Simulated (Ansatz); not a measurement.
# FeO, 4 atoms: a single-point run on CPU cores

The task is the ground state of FeO in a cell of 4 atoms at the typed geometry. How long does it take, and what comes out?

Computed with Ansatz 0.2 early development (run time, single point, PBE+U, NC, unless a step's input says otherwise).

## Step 1: The system as given

It takes space group Fm-3m (No. 225, cubic). The conventional cell has a = 4.330 Å, b = 4.330 Å, c = 4.330 Å, α = 90.00°, β = 90.00°, γ = 90.00°. Around Fe (site symmetry m-3m) lie 6 O at 2.17 Å. O (site symmetry m-3m) has 6 Fe at 2.17 Å as nearest neighbours.

Structure file:

```cif
data_structure
_symmetry_space_group_name_H-M 'P 1'
_symmetry_Int_Tables_number 1
_cell_length_a 5.3031
_cell_length_b 5.3031
_cell_length_c 5.3031
_cell_angle_alpha 33.557
_cell_angle_beta 33.557
_cell_angle_gamma 33.557
_cell_volume 40.59
loop_
_atom_site_label
_atom_site_type_symbol
_atom_site_fract_x
_atom_site_fract_y
_atom_site_fract_z
_atom_site_occupancy
Fe1 Fe 0.00000 0.00000 0.00000 1
Fe2 Fe 0.50000 0.50000 0.50000 1
O1 O 0.25000 0.25000 0.25000 1
O2 O 0.75000 0.75000 0.75000 1
```

## Step 2: Running it

The input, input.yaml:

```yaml
crystal:
  lattice:
    - [4.33, 2.165, 2.165]
    - [2.165, 4.33, 2.165]
    - [2.165, 2.165, 4.33]
  atoms:
    - { symbol: Fe, position: [0, 0, 0], spin: 4.0 }
    - { symbol: Fe, position: [0.5, 0.5, 0.5], spin: -4.0 }
    - { symbol: O, position: [0.25, 0.25, 0.25] }
    - { symbol: O, position: [0.75, 0.75, 0.75] }
kpoints:
  mp_grid: { grid: [3, 3, 3], shift: [0, 0, 0] }
hamiltonian:
  xc: pbe
  pseudopotentials: { kind: nc }
  hubbard: [{ species: Fe, l: d, shell: 3, u_eff: 6.0 }]
scf:
  occupations: { method: fermi_dirac }
  algorithm: direct_min
magnetization:
  spin_polarized: true
```

Command:

```sh
ansatz run input --backend cpu --max-ram 8GiB --threads 2 --events-out ev
```

Q: Predict the outcome of this session. Wanted: free energy; electrons solved for; SCF passes in all; total and absolute magnetisation; site moments.

**Answer**, as computed:

```
                        quantity                                                      value
  time per pass of the first SCF                                                     0.59 s
                     free energy                         -7999.5823 eV (-1999.8956 eV/atom)
            electrons solved for                                                         44
               SCF passes in all                                                         13
total and absolute magnetisation                                              0.00, 7.52 μB
                    site moments                              Fe -3.47 to +3.47, O +0.00 μB
                       wall time  8.1 s (2 threads of Arm Neoverse V2 (Grace), shared host)
```

**Reading.** Of the time up to the last event, 95 % went to the first SCF. The state found has moments that cancel. Another start could end lower. With sampling this coarse (it equals a supercell 8 Å thick at its thinnest) the numbers aren't converged for the crystal.
